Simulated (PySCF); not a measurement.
# RuOCl: structure of the doublet

Aim: relax RuOCl as a doublet from a bent start, check by its vibrations whether the end is a minimum, and collect its spectrum and constants.

The runs use PySCF 2.14.0; PBE0, basis Ru def2-TZVP with ECP28, O def2-TZVP, Cl def2-TZVP, scalar-relativistic core potentials, no spin–orbit coupling, density fitting.

**1. Starting geometry**

3 atoms, charge 0, spin multiplicity 2.

Bond lengths: Ru1–O2 1.710 Å, Ru1–Cl3 2.240 Å. Angles: O2–Ru1–Cl3 110.0°.

Coordinates in bohr (charge 0 multiplicity 2):
```
Ru    0.0000    0.0000    0.0000
O    -2.6469    0.0000    1.8534
Cl    3.4675    0.0000    2.4279
```

**2. Finding the electronic state**

One driver script runs all steps and calls PySCF; scf.py shows how it sets up the SCF of each step. The optimiser is the driver's own. After this first run the driver tries any further starts and a stability analysis.

scf.py reads:

```python
from pyscf import gto, scf, dft
mol = gto.M(atom='''
Ru     0.000000     0.000000     0.000000
O     -1.400700     0.000000     0.980800
Cl     1.834900     0.000000     1.284800''',
    basis={'Ru': 'def2-TZVP', 'O': 'def2-TZVP', 'Cl': 'def2-TZVP'},
    ecp={'Ru': 'def2-TZVP'},
    charge=0, spin=1)
mf = dft.UKS(mol, xc='PBE0')
mf.grids.atom_grid = (50, 194)
aux = {'Ru': 'def2-universal-JKFIT', 'O': 'def2-universal-JKFIT', 'Cl': 'def2-universal-JKFIT'}
mf = mf.density_fit(auxbasis=aux)
mf.conv_tol = 1e-08
mf.diis_space = 10
mf.max_cycle = 60
mf.init_guess = 'minao'
mf.verbose = 4
mf.kernel()
```

Run with:

```sh
$ OMP_NUM_THREADS=4 python axn.py task.json out
```

The program printed:

```text
init E= -622.265134949035
[... the frontier-level lines of each cycle are left out ...]
cycle= 1 E= -629.516762495253  delta_E= -7.25  |g|= 1.14  |ddm|= 2.96
cycle= 2 E= -624.050308985424  delta_E= 5.47  |g|= 2.79  |ddm|= 4.44
cycle= 3 E= -629.257109020503  delta_E= -5.21  |g|= 1.48  |ddm|= 4.35
cycle= 4 E= -629.959292156455  delta_E= -0.702  |g|= 0.502  |ddm|= 0.778
cycle= 5 E= -630.075465133301  delta_E= -0.116  |g|= 0.0997  |ddm|= 0.347
cycle= 6 E= -630.078727644093  delta_E= -0.00326  |g|= 0.0523  |ddm|= 0.102
cycle= 7 E= -630.080140964104  delta_E= -0.00141  |g|= 0.0143  |ddm|= 0.0437
cycle= 8 E= -630.080429669324  delta_E= -0.000289  |g|= 0.00709  |ddm|= 0.0251
cycle= 9 E= -630.080686154394  delta_E= -0.000256  |g|= 0.0055  |ddm|= 0.0286
cycle= 10 E= -630.080957629952  delta_E= -0.000271  |g|= 0.00563  |ddm|= 0.0295
cycle= 11 E= -630.080771337869  delta_E= 0.000186  |g|= 0.00494  |ddm|= 0.0217
cycle= 12 E= -630.080629741876  delta_E= 0.000142  |g|= 0.00359  |ddm|= 0.039
cycle= 13 E= -630.08075091177  delta_E= -0.000121  |g|= 0.00206  |ddm|= 0.0396
cycle= 14 E= -630.080816298682  delta_E= -6.54e-05  |g|= 0.00104  |ddm|= 0.0331
cycle= 15 E= -630.080827169012  delta_E= -1.09e-05  |g|= 0.000621  |ddm|= 0.0117
cycle= 16 E= -630.080830785082  delta_E= -3.62e-06  |g|= 0.000412  |ddm|= 0.00687
cycle= 17 E= -630.0808323678  delta_E= -1.58e-06  |g|= 0.000299  |ddm|= 0.0034
cycle= 18 E= -630.080833291161  delta_E= -9.23e-07  |g|= 0.000325  |ddm|= 0.00242
cycle= 19 E= -630.080833945937  delta_E= -6.55e-07  |g|= 0.00021  |ddm|= 0.00247
cycle= 20 E= -630.080834383177  delta_E= -4.37e-07  |g|= 0.000201  |ddm|= 0.002
cycle= 21 E= -630.080834732051  delta_E= -3.49e-07  |g|= 7.03e-05  |ddm|= 0.00268
cycle= 22 E= -630.080834798707  delta_E= -6.67e-08  |g|= 4.43e-05  |ddm|= 0.00133
cycle= 23 E= -630.080834802909  delta_E= -4.2e-09  |g|= 1.97e-05  |ddm|= 0.000221
Extra cycle  E= -630.080834803759  delta_E= -8.5e-10  |g|= 4.01e-05  |ddm|= 5.63e-05
converged SCF energy = -630.080834803759  <S^2> = 0.76369107  2S+1 = 2.0136445
```

This step, with its further starts and checks, took 28 s on 4 threads of Arm Neoverse N1, shared host.

The starts that the driver tried:

| start | energy (Eh) |
| --- | --- |
| the minimal-basis guess | -630.080835 |
| a thermally smeared density | -630.093809 |
| a smeared PBE density | -630.093809 |

The first run landed in a state that is too high. Following the other starts and the instabilities gains 37.9 kJ/mol (-630.09528 Eh), and the work goes on from there.

**3. Relaxation: bent start, doublet**

The program finds Cs symmetry in the start, which this walk keeps. The walk stops when the largest gradient is under 0.0003 Eh/bohr and the energy has settled too.

Edit scf.py of step 2 so:

```diff
@@ -3,3 +3,3 @@
-Ru     0.000000     0.000000     0.000000
-O     -1.400700     0.000000     0.980800
-Cl     1.834900     0.000000     1.284800''',
+Ru    -0.273178     0.000000    -0.396523
+O     -1.673878     0.000000     0.584277
+Cl     1.561722     0.000000     0.888277''',
@@ -16 +15,0 @@
-mf.init_guess = 'minao'
```

Steps of the walk:

| step | energy (Eh) | change (kJ/mol) | largest symmetric gradient (Eh/bohr) |
| --- | --- | --- | --- |
| 0 | -630.095283 | 0.00 | 0.05551 |
| 1 | -630.104062 | -23.05 | 0.01265 |
| 2 | -630.107121 | -31.08 | 0.00864 |
| 3 | -630.109198 | -36.53 | 0.01964 |
| 4 | -630.109625 | -37.65 | 0.00116 |
| 5 | -630.109651 | -37.72 | 0.00037 |
| 6 | -630.109651 | -37.72 | 0.00007 |

The walk took 25 s.

Positions (Å) and forces (eV/Å) along the way:

```
step 0
Ru  -0.273   0.000  -0.397  -2.017   0.002   2.855
O   -1.674   0.000   0.584   2.321  -0.001  -2.200
Cl   1.562   0.000   0.888  -0.304  -0.001  -0.655
step 1
Ru  -0.291   0.000  -0.318   0.411   0.001   0.650
O   -1.673   0.000   0.533  -0.421   0.000  -0.268
Cl   1.578   0.000   0.861   0.010  -0.001  -0.383
step 3
Ru  -0.276   0.000  -0.118  -1.012   0.000   0.404
O   -1.829   0.000   0.408   0.980   0.000  -0.371
Cl   1.719   0.000   0.786   0.032   0.000  -0.033
step 6
Ru  -0.285   0.000  -0.092   0.002   0.000   0.001
O   -1.831   0.000   0.391  -0.002   0.000   0.008
Cl   1.730   0.000   0.777   0.000   0.000  -0.009
```

It settles in Cs symmetry, 37.7 kJ/mol below the start, after 6 steps: Ru–Cl 2.195 Å, Ru–O 1.619 Å; Cl–Ru–O 139.3°.

**4. Hessian and properties**

The point is checked on the finer grid, and tightened if its gradient asks for it. The Hessian and the dipole derivatives come from central differences of analytic gradients, with steps of 0.02 bohr.

Edit scf.py of step 3 so:

```diff
@@ -3,3 +3,3 @@
-Ru    -0.273178     0.000000    -0.396523
-O     -1.673878     0.000000     0.584277
-Cl     1.561722     0.000000     0.888277''',
+Ru    -0.299028     0.000000    -0.252155
+O     -1.843407     0.000000     0.235276
+Cl     1.714065     0.000000     0.621187''',
@@ -10 +10 @@
-mf.grids.atom_grid = (50, 194)
+mf.grids.atom_grid = (75, 302)
@@ -13 +13 @@
-mf.conv_tol = 1e-08
+mf.conv_tol = 1e-10
```

This SCF starts from the last density.

SCF at the final geometry:

```text
init E= -630.109594369426
[... the frontier-level lines of each cycle are left out ...]
cycle= 1 E= -630.109594369435  delta_E= -8.41e-12  |g|= 3.97e-06  |ddm|= 6.4e-06
Extra cycle  E= -630.109594369372  delta_E= 6.23e-11  |g|= 1.51e-05  |ddm|= 9.74e-06
converged SCF energy = -630.109594369372  <S^2> = 1.1141836  2S+1 = 2.3359654
```

The whole step took 73 s.

Geometry: Cs; Ru–Cl 2.194 Å, Ru–O 1.619 Å; Cl–Ru–O 139.0°.

Harmonic modes (main isotopes):

| symmetry | ω (cm⁻¹) | IR (km/mol) | μ (u) | type |
| --- | --- | --- | --- | --- |
| a' | 140 | 10.6 | 22.06 | bend |
| a' | 411 | 52.3 | 40.28 | stretch |
| a' | 1038 | 204 | 18.05 | stretch |

All wavenumbers are real: a minimum.

Properties at this point:

* Dipole moment: 1.43 D
* Highest occupied level: -7.10 eV
* Lowest empty level: -3.87 eV
* Rotational constants: 1.462, 0.09604, 0.09012 cm⁻¹
* Zero-point energy: 9.5 kJ/mol
* Principal polarisabilities: 37.7, 40.5, 70.3 bohr³
* Atomisation energy without zero-point energy: 786 kJ/mol
* Principal traceless quadrupole moments about the centre of mass: -4.71, 1.89, 2.82 D Å
* Entropy at 298.15 K and 1 bar (electronic part: spin only): 295.2 J/(mol K)
* Heat capacity Cp at 298.15 K: 48.7 J/(mol K)
* Enthalpy at 298.15 K above 0 K: 12.52 kJ/mol
* Rotational symmetry number: 1
* Spin squared ⟨S²⟩: 1.114

Charges (e) and bond orders:

| atom | Mulliken | Löwdin | polar tensor | spin (Mulliken) | Mayer order to Ru1 |
| --- | --- | --- | --- | --- | --- |
| Ru1 | 0.87 | 0.18 | 1.27 | 0.85 | – |
| O2 | -0.48 | -0.19 | -0.73 | 0.24 | 2.08 |
| Cl3 | -0.38 | 0.02 | -0.53 | -0.08 | 1.03 |

Mulliken populations on Ru1 (outside its core potential): s 2.46, p 6.16, d 6.49, f 0.02.

**5. What came out**

| quantity | value |
| --- | --- |
| minimum | doublet, Cs |
| geometry | Ru–Cl 2.194 Å, Ru–O 1.619 Å; Cl–Ru–O 139.0° |
| wavenumbers (cm⁻¹) | 140 (a'), 411 (a'), 1038 (a') |
| dipole moment | 1.43 D |
| highest occupied, lowest empty level (either spin) | -7.10, -3.87 eV |
| polar-tensor charge of Ru1 | +1.27 e |
| zero-point energy | 9.5 kJ/mol |
| entropy at 298.15 K | 295.2 J/(mol K) |
| atomisation energy (no zero-point energy) | 786 kJ/mol |
| ⟨S²⟩ | 1.114 |

The bent start keeps its Cs symmetry and ends in a minimum. The determinant is spin-contaminated (⟨S²⟩ = 1.11 against 0.75), so it is no pure spin state. The strongest infrared band lies at 1038 cm⁻¹ (a', stretch). Most of the spin sits on Ru1 (Mulliken spin 0.85, against 1 for the whole molecule). The first SCF alone would have been 38 kJ/mol too high. Other starts or spin states, not run here, may lie lower. Open d and f shells are described by one determinant, and the ground state may have another occupation or spin.

The search up to here took 2.1 min.
